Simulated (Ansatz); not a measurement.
# Ca2AgF: the cost of one run

Method: DFT PBE, scalar-relativistic, plane waves, PAW, in Ansatz 0.2.0.

### Step 1. The starting structure

The structure is trigonal, space group P-3m1 (No. 164). The conventional cell has a = 3.825 Å, b = 3.825 Å, c = 6.085 Å, α = 90.00°, β = 90.00°, γ = 120.00°. Ca (site symmetry 3m) is surrounded by 3 F at 2.35 Å. Around Ag (site symmetry -3m) lie 2 F at 3.04 Å and 6 Ca at 3.14 Å. F (site symmetry -3m) is surrounded by 6 Ca at 2.35 Å and 2 Ag at 3.04 Å.

As a file:

```
CELL_PARAMETERS angstrom
3.82499 0.00000 0.00000
-1.91249 3.31254 0.00000
0.00000 0.00000 6.08523
ATOMIC_POSITIONS crystal
Ca 0.33333 0.66667 0.36578
Ca 0.66667 0.33333 0.63422
Ag 0.00000 0.00000 0.00000
F 0.00000 0.00000 0.50000
```

The cell is invented: random cell by space group and Wyckoff sites (P-3m1, No. 164). Its size is a rough estimate.

### Step 2. The guess as it stands, on a coarse mesh

The input, input.yaml:

```yaml
crystal:
  lattice:
    - [3.82498601, 0.0, 0.0]
    - [-1.912493, 3.31253505, 0.0]
    - [0.0, 0.0, 6.08522731]
  atoms:
    - { symbol: Ca, position: [0.33333333, 0.66666667, 0.36578219] }
    - { symbol: Ca, position: [0.66666667, 0.33333333, 0.63421781] }
    - { symbol: Ag, position: [0.0, 0.0, 0.0] }
    - { symbol: F, position: [0.0, 0.0, 0.5] }
basis:
  ecutwfc: 420
kpoints:
  mp_grid: { grid: [6, 6, 4] }
hamiltonian:
  xc: pbe
scf:
  occupations: { method: gaussian, width: 0.1 }
  lower_state_search: "off"
output:
  forces: true
  stress: true
  eigenvalues: true
```

Run with:

```bash
$ ansatz run input.yaml --threads 1 --pin off --max-ram 2560MiB --backend cpu --events-out ev --progress --plain --runs-dir out
```

**Question.** How long does this run take on 1 thread of Intel Xeon 6975P-C (Granite Rapids), shared host, and how much memory does it need?

About 1.6 s, with a peak of 0.42 GiB.
